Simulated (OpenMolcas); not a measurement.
**Eu³⁺: CASSCF and CASPT2 terms and fine-structure levels**

Aim: the low terms and levels of Eu³⁺, with their order and spacing, then second-order correlation.

The numbers are computed with OpenMolcas 26.06 (state-averaged CASSCF and CASPT2, spin-orbit coupling by RASSI with atomic mean-field integrals), except any that are marked as measured or tabulated.

### Step 1. What is computed

* Species: Eu³⁺ (europium, Z = 63, 60 electrons)
* Basis: ANO-RCC-VQZP [9s8p6d4f3g2h], 140 functions
* Scalar Hamiltonian: DKH2, point nucleus
* Inactive shells: 1s 2s 2p 3s 3p 3d 4s 4p 4d 5s 5p
* Active space: 6 electrons in 7 orbitals (4f)
* Some configurations of this space: 4f6
* Orbitals: optimised for each spin and parity, averaged over all roots

Outer shells as boxes (Hund's rule):

4f6
```
4f [↑ ][↑ ][↑ ][↑ ][↑ ][↑ ][  ]
```

Each step is its own input file, run in one work folder so that later steps find the files of earlier ones. Labels, J, g values, rates, χT and fits are worked out afterwards by a script from the matrices that RASSI stores.

### Step 2. One- and two-electron integrals

a.inp reads:

```
&GATEWAY
Coord
1

Eu 0.0 0.0 0.0
Basis=ANO-RCC-VQZP
Group=XYZ
NoMove
AngMom=0.0 0.0 0.0
AMFI
&SEWARD
```

Launch:

```console
> OMP_NUM_THREADS=1 MOLCAS_MEM=2252 MOLCAS_PROJECT=a pymolcas a.inp > a.log
```

### Step 3. Reference wave functions, septets of even parity, 7 roots

a.inp reads:

```
&RASSCF
FileOrb=start.orb
Symmetry=1
Spin=7
nActEl=6 0 0
Inactive=15 12
Ras2=0 7
CIRoot=7 7 1
SDav=7
CIMx=300
Iter=120 100
PrWF=0.3
OrbListing=Nothing
MaxOrb=0
Atom
>>> COPY $Project.JobIph JOB001
```

start.orb holds the contracted functions of the basis, ordered by shell, or the orbitals of the step before.

### Step 4. Reference wave functions, quintets of even parity, 140 roots

a.inp reads:

```
&RASSCF
FileOrb=start.orb
Symmetry=1
Spin=5
nActEl=6 0 0
Inactive=15 12
Ras2=0 7
CIRoot=140 140 1
SDav=140
CIMx=300
Iter=120 100
PrWF=0.3
OrbListing=Nothing
MaxOrb=0
Atom
>>> COPY $Project.JobIph JOB002
```

### Step 5. CASSCF: triplets of even parity, 272 roots

a.inp reads:

```
&RASSCF
FileOrb=start.orb
Symmetry=1
Spin=3
nActEl=6 0 0
Inactive=15 12
Ras2=0 7
CIRoot=272 272 1
SDav=588
CIMx=300
Iter=120 100
PrWF=0.3
OrbListing=Nothing
MaxOrb=0
Atom
CIOnly
>>> COPY $Project.JobIph JOB003
```

### Step 6. CASSCF: singlets of even parity, 272 roots

a.inp reads:

```
&RASSCF
FileOrb=start.orb
Symmetry=1
Spin=1
nActEl=6 0 0
Inactive=15 12
Ras2=0 7
CIRoot=272 272 1
SDav=490
CIMx=300
Iter=120 100
PrWF=0.3
OrbListing=Nothing
MaxOrb=0
Atom
CIOnly
>>> COPY $Project.JobIph JOB004
```

### Step 7. RASSI: spin-orbit coupling between the states

a.inp reads:

```
&RASSI
NrOfJobIphs=4 7 105 141 47
1 2 3 4 5 6 7
1 2 3 4 5 6 7 8 9 10 11 12 13 14 15 16 17 18 19 20 21 22 23 24 25 26 27
28 29 30 31 32 33 34 35 36 37 38 39 40 41 42 43 44 45 46 47 48 49 50 51
52 53 54 55 56 57 58 59 60 61 62 63 64 65 66 67 68 69 70 71 72 73 74 75
76 77 78 79 80 81 82 83 84 85 86 87 88 89 90 91 92 93 94 95 96 97 98 99
100 101 102 103 104 105
1 2 3 4 5 6 7 8 9 10 11 12 13 14 15 16 17 18 19 20 21 22 23 24 25 26 27
28 29 30 31 32 33 34 35 36 37 38 39 40 41 42 43 44 45 46 47 48 49 50 51
52 53 54 55 56 57 58 59 60 61 62 63 64 65 66 67 68 69 70 71 72 73 74 75
76 77 78 79 80 81 82 83 84 85 86 87 88 89 90 91 92 93 94 95 96 97 98 99
100 101 102 103 104 105 106 107 108 109 110 111 112 113 114 115 116 117
118 119 120 121 122 123 124 125 126 127 128 129 130 131 132 133 134 135
136 137 138 139 140 141
1 2 3 4 5 6 7 8 9 10 11 12 13 14 15 16 17 18 19 20 21 22 23 24 25 26 27
28 29 30 31 32 33 34 35 36 37 38 39 40 41 42 43 44 45 46 47
IphNames
JOB001
JOB002
JOB003
JOB004
EJob
SpinOrbit
DIPRint=1.0
SOCoupling=1000.0
Subsets=2
Property=9
'ANGMOM' 1 'ANGMOM' 2 'ANGMOM' 3 'MLTPL  1' 1 'MLTPL  1' 2 'MLTPL  1' 3
'AMFI' 1 'AMFI' 2 'AMFI' 3
SOProperty=3
'ANGMOM' 1 'ANGMOM' 2 'ANGMOM' 3
```

### Step 8. CASPT2: IPEA 0.25, imaginary shift 0.1 (closed shells correlated: 5s 5p)

a.inp reads:

```
>>> COPY JOB001 $Project.JobIph
&CASPT2
Multistate=7 1 2 3 4 5 6 7
Frozen=14 9
IPEA=0.25
Imaginary=0.1
MaxIter=60
WThr=0.0 0.3 0.05
PrWF=0.5
NoMix
>>> COPY JOB002 $Project.JobIph
&CASPT2
Multistate=105 1 2 3 4 5 6 7 8 9 10 11 12 13 14 15 16 17 18 19 20 21 22
23 24 25 26 27 28 29 30 31 32 33 34 35 36 37 38 39 40 41 42 43 44 45 46
47 48 49 50 51 52 53 54 55 56 57 58 59 60 61 62 63 64 65 66 67 68 69 70
71 72 73 74 75 76 77 78 79 80 81 82 83 84 85 86 87 88 89 90 91 92 93 94
95 96 97 98 99 100 101 102 103 104 105
NoMult
Frozen=14 9
IPEA=0.25
Imaginary=0.1
MaxIter=60
WThr=0.0 0.3 0.05
PrWF=0.5
NoMix
>>> COPY JOB003 $Project.JobIph
&CASPT2
Multistate=141 1 2 3 4 5 6 7 8 9 10 11 12 13 14 15 16 17 18 19 20 21 22
23 24 25 26 27 28 29 30 31 32 33 34 35 36 37 38 39 40 41 42 43 44 45 46
47 48 49 50 51 52 53 54 55 56 57 58 59 60 61 62 63 64 65 66 67 68 69 70
71 72 73 74 75 76 77 78 79 80 81 82 83 84 85 86 87 88 89 90 91 92 93 94
95 96 97 98 99 100 101 102 103 104 105 106 107 108 109 110 111 112 113
114 115 116 117 118 119 120 121 122 123 124 125 126 127 128 129 130 131
132 133 134 135 136 137 138 139 140 141
NoMult
Frozen=14 9
IPEA=0.25
Imaginary=0.1
MaxIter=60
WThr=0.0 0.3 0.05
PrWF=0.5
NoMix
>>> COPY JOB004 $Project.JobIph
&CASPT2
Multistate=47 1 2 3 4 5 6 7 8 9 10 11 12 13 14 15 16 17 18 19 20 21 22
23 24 25 26 27 28 29 30 31 32 33 34 35 36 37 38 39 40 41 42 43 44 45 46
47
Frozen=14 9
IPEA=0.25
Imaginary=0.1
MaxIter=60
WThr=0.0 0.3 0.05
PrWF=0.5
NoMix
```

(Steps that only read results are left out.)

**Question.** What will these runs give? Wanted: lowest level; first excited level; lowest level of another term; spin-orbit lowering of the lowest level; strongest of the lines computed, by gA.

The runs gave:

| quantity | value |
| --- | --- |
| method | SS-CASPT2, IPEA 0.25, imaginary shift 0.1 (closed shells correlated: 5s 5p) |
| lowest level | 4f6 7F0, 92 % of that term |
| ground level listed by NIST | 7F0 |
| first excited level | 4f6 7F1 at 427 cm-1 |
| lowest level of another term | 4f6 5D0(1) at 17050 cm-1 |
| spin-orbit lowering of the lowest level | 4316 cm-1 |
| strongest of the lines computed, by gA (one parity, so forbidden lines), at CASSCF energies | 4f6 5G6(1) → 4f6 7F6, 375.5 nm, A = 1.47e+01 s⁻¹ |

What each method costs and misses:

```
                                              method  time of its own steps  time with the reference  mean absolute difference from method B (cm-1)
                                           A. CASSCF                2.3 min                  2.3 min                                           2700
B. SS-CASPT2, IPEA 0.25, imaginary shift 0.1, +5s 5p                5.5 min                  7.8 min                                              0
```

Times are of one thread on a shared host.

The multiplet 7F is regular; its intervals divided by the larger J differ by 77 % of their mean, where Landé's rule for pure LS coupling makes them equal. Second-order correlation (method B) scales the levels of the lowest configuration above 5000 cm⁻¹ by 0.81 to 1.03. Only the configurations of the active space and the roots asked for are present. The triplets, singlets rest on orbitals optimised for another spin in at least one step, which raises them against the optimised states. Not all states of the active space went into the spin-orbit step. CASPT2 does not keep the components of a term degenerate, and the means are used. High states of lower spin are left out of the spin-orbit mixing. Levels of other configurations are missing from the list.
